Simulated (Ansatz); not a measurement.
This script drives Ansatz's Python interface.

Script `compress.py`:
```python
# -*- coding: utf-8 -*-
"""Cell of LaMg3 under pressure."""

import warnings

import ansatz as az
import numpy as np
import pandas as pd

def edges_and_angles(cell):
    cell = np.asarray(cell)
    a, b, c = np.linalg.norm(cell, axis=1)
    cosines = cell[1] @ cell[2] / (b * c), cell[0] @ cell[2] / (a * c), cell[0] @ cell[1] / (a * b)
    return (a, b, c, *np.degrees(np.arccos(cosines)))

warnings.simplefilter("ignore", az.DeckWarning)

lattice = az.Lattice.of(
    (4.826313, 0.0, 0.0),
    (0.0, 4.826313, 0.0),
    (0.0, 0.0, 4.826313),
)
sites = [
    ("La", (0.0, 0.0, 0.0)),
    ("Mg", (0.5, 0.5, 0.0)),
    ("Mg", (0.5, 0.0, 0.5)),
    ("Mg", (0.0, 0.5, 0.5)),
]
structure = az.Crystal(lattice=lattice)
for symbol, position in sites:
    structure = structure.atom(symbol, position)

calculation = structure.calculation()
calculation = calculation.functional("pbesol")
calculation = calculation.occupations("fermi_dirac", width=0.15)
calculation = calculation.kpoints(5, 5, 5)

# H = F + PV, with 1 GPa A^3 = 1/160.21766 eV
rows = []
for pressure in [0, 10, 20, 30, 40]:
    out = calculation.relax(cell=True, pressure=pressure, force_tolerance=0.005, max_steps=40).run(threads=1, backend="cpu")
    cell = out.lattice.cell_ang
    n_atoms = len(out.lattice.sites)
    volume = abs(np.linalg.det(cell)) / n_atoms
    enthalpy = out.report["free_energy_ev"] / n_atoms + pressure * volume / 160.21766
    rows.append((pressure, volume, enthalpy, *edges_and_angles(cell)))
    print(f"{pressure} GPa done: {volume:.4f} A^3/atom")

table = pd.DataFrame(rows, columns=["P_GPa", "V_A3_atom", "H_eV_atom", "a", "b", "c", "alpha", "beta", "gamma"])
print(table.round(4).to_string(index=False))
p, v = np.array([row[0] for row in rows], float), np.array([row[1] for row in rows])
print("mean bulk modulus between rows (GPa):", np.round(-np.diff(p) / np.diff(np.log(v)), 1))
```

It is started by `python compress.py`. Estimate its wall time and peak memory on 1 thread of Intel(R) Xeon(R) Processor @ 2.30GHz, with other jobs on the host.

It took about 41 s, with a peak of 0.62 GiB, for 5 runs of the engine.

Running `python compress.py` prints:
```text
0 GPa done: 27.3641 A^3/atom
10 GPa done: 22.4081 A^3/atom
20 GPa done: 19.7849 A^3/atom
30 GPa done: 18.0193 A^3/atom
40 GPa done: 16.7304 A^3/atom
 P_GPa  V_A3_atom  H_eV_atom      a      b      c  alpha  beta  gamma
     0    27.3641 -2974.4264 4.7835 4.7835 4.7835   90.0  90.0   90.0
    10    22.4081 -2972.8945 4.4753 4.4753 4.4753   90.0  90.0   90.0
    20    19.7849 -2971.5843 4.2934 4.2934 4.2934   90.0  90.0   90.0
    30    18.0193 -2970.4079 4.1617 4.1617 4.1617   90.0  90.0   90.0
    40    16.7304 -2969.3253 4.0600 4.0600 4.0600   90.0  90.0   90.0
mean bulk modulus between rows (GPa): [ 50.   80.3 107.  134.7]
```

The volume falls from 27.36 Å³ an atom at 0 GPa to 16.73 at 40 GPa, by 38.9 %. Between 0 and 10 GPa, -V dP/dV is about 50 GPa, a mean over that step.

Reading the output:
- Total energies depend on the potentials; only differences at equal settings carry meaning.
- At a fixed pressure a relaxation lowers the enthalpy F + PV, while F alone can rise.
- For a metal this k-point mesh is coarse: on a finer one energies can move by several to tens of meV an atom and pressures by half a GPa or more, differences at one mesh by less.
- The smearing is wide enough that free energy and stress hold a thermal part of the electrons.
- The structure comes from a database of computed cells and needn't be a stable or known phase.
- Symmetry holds the cell in this phase, whether or not it is the stable one at each pressure.
